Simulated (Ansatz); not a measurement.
# Ga10As10 zinc blende bond sphere (Ga₁₀As₁₀H₃₀): geometry, orbitals and charge

Aim: characterise Ga10As10 zinc blende bond sphere (Ga₁₀As₁₀H₃₀) as a singlet: its structure, frontier levels and distribution of charge.

The runs use Ansatz 0.2.0, Gaussian basis; RKS PBE0-D4/def2-TZVP.

The runs, in order: relaxation at PBE-D4/def2-SVP; a single point at PBE0-D4/def2-TZVP.

1 further run of the same task is left out (set aside as unsound or not needed). Runs told in other sessions of the task aren't counted.

## Step 1: The system as given

50 atoms, charge 0, spin multiplicity 1.

Atoms are counted from 1 here; the program's logs count them from 0.

Bond lengths: Ga1–As11 2.421 Å, Ga1–As12 2.460 Å, Ga1–As13 2.416 Å, Ga1–H21 1.536 Å, Ga2–As11 2.428 Å, Ga2–As14 2.431 Å, Ga2–H22 1.556 Å, Ga2–H23 1.544 Å, Ga3–As13 2.468 Å, Ga3–As15 2.433 Å, Ga3–As16 2.440 Å, Ga3–H24 1.522 Å, Ga4–As14 2.467 Å, Ga4–As15 2.453 Å, Ga4–H25 1.558 Å, Ga4–H26 1.525 Å, Ga5–As12 2.426 Å, Ga5–As17 2.474 Å and more. Angles: As11–Ga1–As12 109.1°, As11–Ga1–As13 110.4°, As11–Ga1–H21 109.5°, As12–Ga1–As13 108.8°, As12–Ga1–H21 109.1°, As13–Ga1–H21 109.8°, As11–Ga2–As14 109.7°, As11–Ga2–H22 108.2°, As11–Ga2–H23 111.8°, As14–Ga2–H22 108.9°, As14–Ga2–H23 110.3°, H22–Ga2–H23 107.9°, As13–Ga3–As15 109.3°, As13–Ga3–As16 109.4°, As13–Ga3–H24 108.8°, As15–Ga3–As16 110.0°, As15–Ga3–H24 109.5°, As16–Ga3–H24 109.7° and more.

The start is a built from a lattice or polyhedron geometry.

## Step 2: Relaxation at PBE-D4/def2-SVP

Input file in.yaml:

```yaml
crystal:
  periodic: [false, false, false]
  atoms:
    - {symbol: Ga, position_ang: [-2.113800, -2.106700, -0.701100]}
    - {symbol: Ga, position_ang: [-2.138500, 0.719600, -3.524300]}
    - {symbol: Ga, position_ang: [-2.127000, 0.714700, 2.124400]}
    - {symbol: Ga, position_ang: [-2.114600, 3.531400, -0.697800]}
    - {symbol: Ga, position_ang: [0.695000, -2.121400, -3.538300]}
    - {symbol: Ga, position_ang: [0.715000, -2.118400, 2.114600]}
    - {symbol: Ga, position_ang: [3.519300, -2.122800, -0.705900]}
    - {symbol: Ga, position_ang: [0.701900, 0.725400, -0.690900]}
    - {symbol: Ga, position_ang: [0.665400, 3.502700, 2.116400]}
    - {symbol: Ga, position_ang: [3.524700, 0.709200, 2.122200]}
    - {symbol: As, position_ang: [-3.499700, -0.723200, -2.124200]}
    - {symbol: As, position_ang: [-0.675800, -3.521800, -2.108600]}
    - {symbol: As, position_ang: [-0.714200, -0.731200, 0.709000]}
    - {symbol: As, position_ang: [-0.704800, 2.100100, -2.128800]}
    - {symbol: As, position_ang: [-3.532600, 2.104300, 0.705000]}
    - {symbol: As, position_ang: [-0.705000, 2.119100, 3.523900]}
    - {symbol: As, position_ang: [2.127400, -0.693100, -2.113700]}
    - {symbol: As, position_ang: [2.106200, -3.520500, 0.699000]}
    - {symbol: As, position_ang: [2.131700, -0.722600, 3.545200]}
    - {symbol: As, position_ang: [2.118200, 2.099800, 0.701800]}
    - {symbol: H, position_ang: [-3.007300, -3.004000, 0.168400]}
    - {symbol: H, position_ang: [-1.246500, -0.180100, -4.427100]}
    - {symbol: H, position_ang: [-3.004600, 1.606500, -4.444900]}
    - {symbol: H, position_ang: [-3.004300, -0.164700, 3.003600]}
    - {symbol: H, position_ang: [-3.020300, 4.431400, -1.591300]}
    - {symbol: H, position_ang: [-1.216400, 4.415000, 0.160900]}
    - {symbol: H, position_ang: [-0.184800, -1.236500, -4.408500]}
    - {symbol: H, position_ang: [1.598000, -3.032600, -4.438100]}
    - {symbol: H, position_ang: [-0.169800, -2.997900, 2.998500]}
    - {symbol: H, position_ang: [4.420100, -3.001400, -1.588100]}
    - {symbol: H, position_ang: [4.433300, -1.226000, 0.181700]}
    - {symbol: H, position_ang: [-0.187000, 4.436000, 1.196100]}
    - {symbol: H, position_ang: [1.593100, 4.420600, 2.986700]}
    - {symbol: H, position_ang: [4.425100, -0.192900, 1.242800]}
    - {symbol: H, position_ang: [4.418300, 1.605200, 3.026400]}
    - {symbol: H, position_ang: [-4.403300, -1.597200, -3.018800]}
    - {symbol: H, position_ang: [-4.382800, 0.169400, -1.251300]}
    - {symbol: H, position_ang: [-1.581900, -4.411900, -2.983300]}
    - {symbol: H, position_ang: [0.171600, -4.408800, -1.251700]}
    - {symbol: H, position_ang: [0.178100, 2.980600, -2.986100]}
    - {symbol: H, position_ang: [-4.386200, 1.218100, -0.208100]}
    - {symbol: H, position_ang: [-4.399800, 3.034300, 1.569000]}
    - {symbol: H, position_ang: [-1.602800, 3.004900, 4.396400]}
    - {symbol: H, position_ang: [0.163500, 1.235700, 4.417000]}
    - {symbol: H, position_ang: [2.990000, 0.175300, -2.998700]}
    - {symbol: H, position_ang: [1.228300, -4.413900, -0.185300]}
    - {symbol: H, position_ang: [2.996200, -4.425900, 1.567700]}
    - {symbol: H, position_ang: [3.017900, -1.584900, 4.408200]}
    - {symbol: H, position_ang: [1.248600, 0.164800, 4.405600]}
    - {symbol: H, position_ang: [3.002500, 3.000300, -0.188500]}
basis:
  gaussian: {orbitals: def2-SVP, fitting: {mean_field: def2-universal-jkfit}}
hamiltonian: {xc: pbe, dispersion: d4}
scf: {lower_state_search: "off"}
output: {orbitals: {seedname: orbitals}}
relax: {f_tol: 0.03, max_steps: 70}
```

The run is started by

```
> ansatz run in.yaml --threads 11 --pin off --events-out ev --progress --plain --max-ram 110592MiB --backend cuda --devices 0, --max-vram 75GiB
```

After this run come: Single point, PBE0-D4/def2-TZVP.

**Question.** What will the summary of the whole plan be? Wanted: point group; commonest bond, hydrogen aside; HOMO, LUMO at PBE0-D4/def2-TZVP; dipole at PBE-D4/def2-SVP.

**Answer**, as computed:

| quantity | value |
| --- | --- |
| point group | C3v |
| commonest bond, hydrogen aside | As–Ga, 25 of mean length 2.504 Å |
| HOMO, LUMO at PBE0-D4/def2-TZVP | -7.01, -1.73 eV |
| dipole at PBE-D4/def2-SVP | 4.74 D |

The molecule keeps its bonding pattern by the stored test; the atoms moved 0.39 Å (rms), and the angle H32–Ga9–H33 went from 107° to 126°. No usable vibrations, so a minimum isn't proven. Whether this spin is the lowest isn't tested here.
